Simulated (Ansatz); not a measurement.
# H9NSi2Sn: a ladder of functionals and wavefunction methods

An exercise on one series of results from a longer session: the logs are not shown, and one member is left open.

Computed with Ansatz 0.2.0, Gaussian basis. Level: functionals in def2-TZVPP, the program's frozen cores in correlated methods.

Levels to be run: LDA (SPW92), PBE-D4, revPBE-D4, BLYP-D4, r2SCAN-D4, B97M-V, PBE0-D4, B3LYP-D4, r2SCANh-D4, r2SCAN0-D4, HSE06-D4, BHLYP-D4, CAM-B3LYP-D4, LC-ωPBE, ωB97X-V, ωB97M-V, B2PLYP, PBE-QIDH; CCSD(T)/def2-SVP; CCSD(T)/def2-TZVPP; MP2/def2-QZVPP; extrapolation to the limit; RPA on PBE.

## The relaxed structure

All runs share one geometry, relaxed beforehand with PBE0-D4 in a triple-zeta def2 set. Sn takes the def2 core potential; no spin-orbit term is included.

SMILES `[SiH3][N]([SiH3])[SnH3]`, 13 atoms, charge 0, spin multiplicity 1.

Atoms are counted from 1 here; the program's logs count them from 0.

Bond lengths: Si1–N2 1.727 Å, Si1–H5 1.489 Å, Si1–H6 1.492 Å, Si1–H7 1.487 Å, N2–Si3 1.727 Å, N2–Sn4 2.050 Å, Si3–H8 1.492 Å, Si3–H9 1.489 Å, Si3–H10 1.487 Å, Sn4–H11 1.702 Å, Sn4–H12 1.707 Å, Sn4–H13 1.702 Å. Angles: N2–Si1–H5 109.2°, N2–Si1–H6 113.0°, N2–Si1–H7 109.6°, H5–Si1–H6 107.2°, H5–Si1–H7 109.9°, H6–Si1–H7 107.8°, Si1–N2–Si3 121.5°, Si1–N2–Sn4 118.9°, Si3–N2–Sn4 118.9°, N2–Si3–H8 113.0°, N2–Si3–H9 109.2°, N2–Si3–H10 109.7°, H8–Si3–H9 107.2°, H8–Si3–H10 107.8°, H9–Si3–H10 109.9°, N2–Sn4–H11 106.0°, N2–Sn4–H12 108.8°, N2–Sn4–H13 106.0° and more.

Coordinates:

```xyz
13
charge 0, multiplicity 1
Si   -0.89199    1.21709   -0.94286
N     0.07727    0.11154   -0.03766
Si    1.09061    0.64682    1.25374
Sn   -0.18405   -1.90158   -0.32420
H    -1.13168    0.66000   -2.30260
H    -2.22766    1.46256   -0.32578
H    -0.19145    2.52483   -1.04865
H     0.37720    0.72566    2.56137
H     2.21552   -0.31361    1.42371
H     1.62391    2.00013    0.94351
H    -0.58108   -2.09389   -1.96802
H    -1.45046   -2.44256    0.68496
H     1.29448   -2.63160    0.09727
```

Set-up of the first run:

File in.yaml:

```yaml
crystal:
  periodic: [false, false, false]
  atoms:
    - {symbol: Si, position_ang: [-0.891994, 1.217087, -0.942865]}
    - {symbol: N, position_ang: [0.077266, 0.111541, -0.037660]}
    - {symbol: Si, position_ang: [1.090608, 0.646823, 1.253740]}
    - {symbol: Sn, position_ang: [-0.184052, -1.901576, -0.324201]}
    - {symbol: H, position_ang: [-1.131683, 0.660001, -2.302598]}
    - {symbol: H, position_ang: [-2.227664, 1.462563, -0.325778]}
    - {symbol: H, position_ang: [-0.191449, 2.524826, -1.048646]}
    - {symbol: H, position_ang: [0.377202, 0.725658, 2.561373]}
    - {symbol: H, position_ang: [2.215521, -0.313607, 1.423707]}
    - {symbol: H, position_ang: [1.623911, 2.000132, 0.943514]}
    - {symbol: H, position_ang: [-0.581082, -2.093887, -1.968020]}
    - {symbol: H, position_ang: [-1.450463, -2.442564, 0.684964]}
    - {symbol: H, position_ang: [1.294480, -2.631598, 0.097270]}
basis:
  gaussian: {orbitals: def2-TZVPP}
hamiltonian: {xc: lda}
output: {orbitals: {seedname: orbitals}}
```

On the command line:

```
$ ansatz run in.yaml --threads 4 --pin off --events-out ev --progress --plain --max-ram 10444MiB
```

Among the steps run: LDA; PBE-D4 (GGA); revPBE-D4 (GGA); BLYP-D4 (GGA); r2SCAN-D4 (meta-GGA); B97M-V (meta-GGA); PBE0-D4 (hybrid); B3LYP-D4 (hybrid); r2SCANh-D4 (hybrid); r2SCAN0-D4 (hybrid); HSE06-D4 (hybrid); BHLYP-D4 (hybrid); CAM-B3LYP-D4 (range-separated); LC-ωPBE (range-separated); ωB97X-V (range-separated); ωB97M-V (range-separated); B2PLYP (double hybrid); PBE-QIDH (double hybrid).

One table of the session follows, with a row left open; its other results are not shown here.

It belongs to the step «Frontier levels by functional». 

| functional | HOMO (eV) | gap (eV) |
| --- | --- | --- |
| LDA (SPW92) | ? | ? |
| PBE-D4 | -6.14 | 4.60 |
| revPBE-D4 | -6.11 | 4.68 |
| BLYP-D4 | -6.02 | 4.63 |
| r2SCAN-D4 | -6.42 | 5.19 |
| B97M-V | -6.62 | 5.18 |
| PBE0-D4 | -7.41 | 6.69 |
| B3LYP-D4 | -7.20 | 6.29 |
| r2SCANh-D4 | -6.90 | 5.95 |
| r2SCAN0-D4 | -7.61 | 7.07 |
| HSE06-D4 | -7.02 | 5.93 |
| BHLYP-D4 | -8.61 | 8.73 |
| CAM-B3LYP-D4 | -8.74 | 8.98 |
| LC-ωPBE | -10.09 | 11.42 |
| ωB97X-V | -9.76 | 10.95 |
| ωB97M-V | -9.66 | 10.52 |

Q: Estimate the row for LDA (SPW92) from the others.

As computed: HOMO (eV): -6.21; gap (eV): 4.41. In the column «HOMO (eV)» it lies between r2SCAN-D4 (-6.42) and PBE-D4 (-6.14).
